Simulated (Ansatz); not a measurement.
# GeH8N2SSi: a ladder of functionals and wavefunction methods

The task here is to estimate one member of a computed series from the others.

Program: Ansatz 0.2.0, Gaussian basis. Level of theory: functionals in def2-TZVPP, the program's frozen cores in correlated methods. These are calculated values, not measurements.

Levels to be run: PBE-D4, r2SCAN-D4, PBE0-D4, B3LYP-D4, ωB97X-V, ωB97M-V, B2PLYP; CCSD(T)/def2-TZVPP; MP2/def2-QZVPP; extrapolation to the limit.

### The relaxed structure

All runs share one geometry, relaxed beforehand with PBE0-D4 in a triple-zeta def2 set.

13 atoms, charge 0, spin multiplicity 1.

Atoms are counted from 1 here; the program's logs count them from 0.

Bond lengths: N1–Si2 1.724 Å, N1–H6 1.009 Å, N1–H7 1.009 Å, Si2–S3 2.119 Å, Si2–H8 1.487 Å, Si2–H9 1.489 Å, S3–Ge4 2.254 Å, Ge4–N5 1.827 Å, Ge4–H10 1.535 Å, Ge4–H11 1.533 Å, N5–H12 1.012 Å, N5–H13 1.011 Å. Angles: Si2–N1–H6 118.4°, Si2–N1–H7 119.0°, H6–N1–H7 110.6°, N1–Si2–S3 109.6°, N1–Si2–H8 104.8°, N1–Si2–H9 116.5°, S3–Si2–H8 113.6°, S3–Si2–H9 104.3°, H8–Si2–H9 108.3°, Si2–S3–Ge4 97.9°, S3–Ge4–N5 115.2°, S3–Ge4–H10 104.3°, S3–Ge4–H11 108.6°, N5–Ge4–H10 108.6°, N5–Ge4–H11 107.7°, H10–Ge4–H11 112.5°, Ge4–N5–H12 112.3°, Ge4–N5–H13 114.6° and more.

Set-up of the first run:

File in.yaml:

```yaml
crystal:
  periodic: [false, false, false]
  atoms:
    - {symbol: N, position_ang: [0.745456, -1.450173, -0.700027]}
    - {symbol: Si, position_ang: [1.370346, -0.667183, 0.703181]}
    - {symbol: S, position_ang: [-0.227051, -0.128385, 1.986956]}
    - {symbol: Ge, position_ang: [-1.615760, 0.703585, 0.419067]}
    - {symbol: N, position_ang: [-0.802547, 1.637640, -0.924570]}
    - {symbol: H, position_ang: [1.345921, -1.543827, -1.505612]}
    - {symbol: H, position_ang: [0.171656, -2.272247, -0.586773]}
    - {symbol: H, position_ang: [2.133929, 0.496792, 0.181682]}
    - {symbol: H, position_ang: [2.277741, -1.473909, 1.564768]}
    - {symbol: H, position_ang: [-2.533086, 1.659971, 1.192936]}
    - {symbol: H, position_ang: [-2.384028, -0.458461, -0.221141]}
    - {symbol: H, position_ang: [-0.205250, 1.051268, -1.492585]}
    - {symbol: H, position_ang: [-0.277328, 2.444937, -0.617872]}
basis:
  gaussian: {orbitals: def2-TZVPP}
hamiltonian: {xc: pbe, dispersion: d4}
output: {forces: true, orbitals: {seedname: orbitals}}
```

Command:

```console
$ ansatz run in.yaml --threads 2 --pin off --events-out ev --progress --plain --max-ram 22528MiB --backend cuda --devices 0, --max-vram 18GiB
```

Among the steps run: PBE-D4 (GGA); r2SCAN-D4 (meta-GGA); PBE0-D4 (hybrid); B3LYP-D4 (hybrid); ωB97X-V (range-separated); ωB97M-V (range-separated); B2PLYP (double hybrid); CCSD(T) in def2-TZVPP; MP2 in def2-QZVPP.

One table of the session follows, with a row left open; its other results are not shown here.

```
            method  atomisation energy (kcal/mol)
            PBE-D4                          993.1
         r2SCAN-D4                          983.1
           PBE0-D4                          978.7
          B3LYP-D4                          985.7
           ωB97X-V                          995.4
           ωB97M-V                              ?
            B2PLYP                          971.0
     HF/def2-TZVPP                          681.2
    MP2/def2-TZVPP                          963.6
   CCSD/def2-TZVPP                          943.4
CCSD(T)/def2-TZVPP                          958.6
           MP2/CBS                          994.2
       CCSD(T)/CBS                          989.3
```

**Question.** Estimate the row for ωB97M-V.

**Answer.** atomisation energy (kcal/mol): 989.4. In the column «atomisation energy (kcal/mol)» it lies between CCSD(T)/CBS (989.3) and PBE-D4 (993.1).

To keep in mind: Free atoms (2 N, 1 Si, 1 S, 1 Ge, 8 H) were run apart at each level; the atomisation energy is their sum less the molecule, without zero-point or spin-orbit terms.
